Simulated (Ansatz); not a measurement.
**MoH+ (triplet): the correlation ladder at distance Mo1–H2 = 2.017 Å, def2-SVP**

Aim: climb from Hartree-Fock through coupled cluster and multireference methods for MoH+ (triplet) at one geometry and basis, and see what each rung misses.

The runs use Ansatz 0.2.0, Gaussian basis; def2-SVP, core rule «outside noble gas», up to 4 orbitals frozen.

Plan: UHF; CCSD(T) on ROHF; CCSD(T) on UHF; CISD; CCSDT(Q) on ROHF; CCSDT(Q) on UHF; CASSCF and MRCISD+Q, 4 electrons in 4 orbitals; CASSCF and NEVPT2, 4 electrons in 4 orbitals; Full CI.

30 further runs of the same task are left out: 15 for a known fault of the program, 9 that didn't finish, 6 set aside as unsound or not needed.

## (1) What is computed

The geometry derives from a PBE0/def2-TZVP stationary point (not a proven minimum). One bond is set to the value named and the two fragments are kept rigid. No spin-orbit coupling is included. Elements past krypton take def2 core potentials.

2 atoms, charge 1, spin multiplicity 3.

Atoms are counted from 1 here; the program's logs count them from 0.

Bond lengths: Mo1–H2 2.017 Å.

## (2) UHF

Input file in.yaml:

```yaml
crystal:
  periodic: [false, false, false]
  atoms:
    - {symbol: Mo, position_ang: [0.000000, 0.000000, 0.000000]}
    - {symbol: H, position_ang: [0.000000, 0.000000, 2.017000]}
basis:
  gaussian: {orbitals: def2-SVP}
total_charge: 1
magnetization: {spin_polarized: true, initial_magnetization: 2}
hamiltonian: {xc: hf}
output: {orbitals: {seedname: orbitals}}
```

On the command line:

```console
$ ansatz run in.yaml --threads 1 --pin off --events-out ev --progress --plain --max-ram 2393MiB
```

After this run come: CCSD(T) on ROHF; CCSD(T) on UHF; CISD; CCSDT(Q) on ROHF; CCSDT(Q) on UHF; CASSCF and MRCISD+Q, 4 electrons in 4 orbitals; CASSCF and NEVPT2, 4 electrons in 4 orbitals; Full CI.

**Question.** What will the summary of the whole plan be? Wanted: FCI below the RHF energy; RMP2 from FCI; RCCSD from FCI; RCCSD(T) from FCI; RCCSDT(Q) from FCI; NEVPT2 pair from FCI; MRCISD+Q pair from FCI; T1 diagnostic; effectively unpaired electrons.

The runs gave:

| quantity | value |
| --- | --- |
| FCI below the RHF energy | -2.9011 eV |
| RMP2 from FCI | +974.5 meV |
| RCCSD from FCI | +246.6 meV |
| RCCSD(T) from FCI | +125.5 meV |
| RCCSDT(Q) from FCI | +8.5 meV |
| NEVPT2 pair from FCI | +660.4 meV |
| MRCISD+Q pair from FCI | +105.0 meV |
| levels within 1 kcal/mol (43 meV) | RCCSDT, RCCSDT(Q) |
| T1 diagnostic | 0.061 |
| effectively unpaired electrons | 3.01 |

**Reading.** RCCSD(T) misses by +125.5 meV, 4.3 % of the correlation energy. The occupations show strong static correlation (3.0 unpaired electrons where one determinant has 2). Coupled cluster on one determinant still stays close here. Of the multireference levels listed MRCISD+Q pair comes nearest in total energy (+105.0 meV), which doesn't show that its space is the better one. These misses are within one basis, not against nature.
